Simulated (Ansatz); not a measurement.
# ClGaHLiO (SMILES [Li][O][GaH][Cl]): single points off equilibrium

The atoms stand at a structure displaced at random from a GFN2-xTB minimum. How far do the functionals agree with CCSD(T) there?

Program: Ansatz 0.2.0, Gaussian basis. Level of theory: single points in def2-TZVPP. These are calculated values, not measurements.

Cores are frozen in the correlated methods. Filled d shells of the heavier atoms are correlated. The outer core shell of Li, Na, Mg and K is correlated.

## 1. The system as given

SMILES `[Li][O][GaH][Cl]`, 5 atoms, charge 0, spin multiplicity 1.

Atoms are counted from 1 here; the program's logs count them from 0.

Bond lengths: Li1–O2 1.543 Å, O2–Ga3 1.690 Å, Ga3–Cl4 2.131 Å, Ga3–H5 1.550 Å. Angles: Li1–O2–Ga3 165.5°, O2–Ga3–Cl4 118.0°, O2–Ga3–H5 123.3°, Cl4–Ga3–H5 118.7°.

Coordinates:

```xyz
5
charge 0, multiplicity 1
Li   -0.4011    2.1758   -1.3348
O    -0.1438    0.7592   -0.7807
Ga    0.0886   -0.5965    0.2010
Cl    0.0862   -0.3139    2.3127
H     0.2671   -2.0309   -0.3589
```

## 2. CCSD(T)/def2-TZVPP

run/in.yaml

```yaml
crystal:
  periodic: [false, false, false]
  atoms:
    - {symbol: Li, position_ang: [-0.401100, 2.175800, -1.334800]}
    - {symbol: O, position_ang: [-0.143800, 0.759200, -0.780700]}
    - {symbol: Ga, position_ang: [0.088600, -0.596500, 0.201000]}
    - {symbol: Cl, position_ang: [0.086200, -0.313900, 2.312700]}
    - {symbol: H, position_ang: [0.267100, -2.030900, -0.358900]}
basis:
  gaussian: {orbitals: def2-TZVPP}
correlation: {method: ccsd_t}
output: {forces: true}
```

The run is started by

```bash
$ ansatz run in.yaml --threads 4 --pin off --events-out ev --progress --plain --max-ram 5222MiB
```

## 3. PBE0-D4/def2-TZVPP

Changes to run/in.yaml since step 2:

```diff
@@ -10,3 +10,3 @@
   gaussian: {orbitals: def2-TZVPP}
-correlation: {method: ccsd_t}
-output: {forces: true}
+hamiltonian: {xc: pbe0, dispersion: d4}
+output: {forces: true, orbitals: {seedname: orbitals}}
```

## 4. wB97M-V/def2-TZVPP

Changes to run/in.yaml since step 3:

```diff
@@ -10,3 +10,3 @@
   gaussian: {orbitals: def2-TZVPP}
-hamiltonian: {xc: pbe0, dispersion: d4}
-output: {forces: true, orbitals: {seedname: orbitals}}
+hamiltonian: {xc: {name: wB97M-V}}
+output: {forces: true}
```

## 5. r2SCAN-D4/def2-TZVPP

Changes to run/in.yaml since step 4:

```diff
@@ -10,3 +10,3 @@
   gaussian: {orbitals: def2-TZVPP}
-hamiltonian: {xc: {name: wB97M-V}}
+hamiltonian: {xc: r2scan, dispersion: d4}
 output: {forces: true}
```

## 6. PBE-D4/def2-TZVPP

Changes to run/in.yaml since step 5:

```diff
@@ -10,3 +10,3 @@
   gaussian: {orbitals: def2-TZVPP}
-hamiltonian: {xc: r2scan, dispersion: d4}
+hamiltonian: {xc: pbe, dispersion: d4}
 output: {forces: true}
```

## 7. r2SCANh-D4/def2-TZVPP

Changes to run/in.yaml since step 6:

```diff
@@ -10,3 +10,3 @@
   gaussian: {orbitals: def2-TZVPP}
-hamiltonian: {xc: pbe, dispersion: d4}
+hamiltonian: {xc: {name: r2SCANh}, dispersion: d4}
 output: {forces: true}
```

## 8. B97M-V/def2-TZVPP

Changes to run/in.yaml since step 7:

```diff
@@ -10,3 +10,3 @@
   gaussian: {orbitals: def2-TZVPP}
-hamiltonian: {xc: {name: r2SCANh}, dispersion: d4}
+hamiltonian: {xc: {name: B97M-V}}
 output: {forces: true}
```

(Steps that only read results are left out.)

What does the calculation give? Wanted: energy less free atoms, CCSD(T)/def2-TZVPP; RMS force component; RMS force error; HOMO and LUMO, PBE0-D4; T1 diagnostic.

**Answer**, as computed:

| quantity | value |
| --- | --- |
| energy less free atoms, CCSD(T)/def2-TZVPP | -1388.3 kJ/mol |
| RMS force component | 0.502 to 0.641 eV/Å over the methods |
| RMS force error | PBE0-D4 0.085, wB97M-V 0.048, r2SCAN-D4 0.045, PBE-D4 0.155, r2SCANh-D4 0.085, B97M-V 0.099 eV/Å |
| HOMO and LUMO, PBE0-D4 | -7.05 and -1.12 eV |
| T1 diagnostic | 0.014 |

What this shows: Against CCSD(T) the functionals' energies less atoms differ by -44.3 to +0.7 kJ/mol, PBE-D4 by -35.9 kJ/mol. A larger basis would deepen the CCSD(T) value, while the functionals are nearly converged already, so the order here is not reliable. On forces the order runs from r2SCAN-D4 to PBE-D4. Frozen-core CCSD(T) forces in triple zeta carry basis errors of their own, and this is one geometry, so small gaps rank nothing.
